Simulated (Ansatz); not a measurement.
**AlH3OSiZn: basis-set convergence**

One table from this session's results is given with a row withheld; the runs are named, their logs left out.

Program: Ansatz 0.2.0, Gaussian basis. Level of theory: one geometry, several basis sets. These are calculated values, not measurements.

Levels to be run: PBE0-D4/def2-SVP; ωB97M-V/def2-SVP; PBE0-D4/def2-QZVPP; ωB97M-V/def2-QZVPP; the functionals' def2-TZVPP values are taken from earlier runs.

**Structure used throughout**

An earlier PBE0-D4 in a triple-zeta def2 set relaxation fixed the geometry.

7 atoms, charge 0, spin multiplicity 1.

Atoms are counted from 1 here; the program's logs count them from 0.

Bond lengths: O1–Al2 1.697 Å, O1–Zn4 1.879 Å, Al2–Si3 2.507 Å, Al2–H5 1.580 Å, Si3–Zn4 2.377 Å, Si3–H6 1.489 Å, Si3–H7 1.489 Å. Angles: Al2–O1–Zn4 96.1°, O1–Al2–Si3 99.2°, O1–Al2–H5 126.6°, Si3–Al2–H5 134.2°, Al2–Si3–Zn4 66.0°, Al2–Si3–H6 121.4°, Al2–Si3–H7 121.4°, Zn4–Si3–H6 116.7°, Zn4–Si3–H7 116.7°, H6–Si3–H7 108.7°, O1–Zn4–Si3 98.6°.

The first run:

The input, in.yaml:

```yaml
crystal:
  periodic: [false, false, false]
  atoms:
    - {symbol: O, position_ang: [-1.914440, -0.572788, -0.704136]}
    - {symbol: Al, position_ang: [-0.452133, 0.078521, -1.268278]}
    - {symbol: Si, position_ang: [0.822096, 0.132024, 0.889587]}
    - {symbol: Zn, position_ang: [-1.386035, -0.725490, 1.092282]}
    - {symbol: H, position_ang: [-0.116125, 0.491760, -2.755791]}
    - {symbol: H, position_ang: [1.109682, 1.414404, 1.589825]}
    - {symbol: H, position_ang: [1.936955, -0.818431, 1.156522]}
basis:
  gaussian: {orbitals: def2-SVP}
hamiltonian: {xc: pbe0, dispersion: d4}
output: {orbitals: {seedname: orbitals}}
```

Steps of the session up to this table: PBE0-D4 in def2-SVP; ωB97M-V in def2-SVP; PBE0-D4 in def2-QZVPP; ωB97M-V in def2-QZVPP.

One table of the session follows, with a row left open; its other results are not shown here.

It belongs to the step «Density functionals: the series». 

| functional | basis | HOMO (eV) | LUMO (eV) |
| --- | --- | --- | --- |
| PBE0-D4 | def2-SVP | -6.41 | -2.24 |
| PBE0-D4 | def2-TZVPP | -6.50 | -2.40 |
| PBE0-D4 | def2-QZVPP | -6.49 | -2.40 |
| ωB97M-V | def2-SVP | -8.20 | -0.57 |
| ωB97M-V | def2-TZVPP | ? | ? |
| ωB97M-V | def2-QZVPP | -8.33 | -0.84 |

**Question.** Estimate the row for ωB97M-V, def2-TZVPP.

The run gave: HOMO (eV): -8.33; LUMO (eV): -0.77.
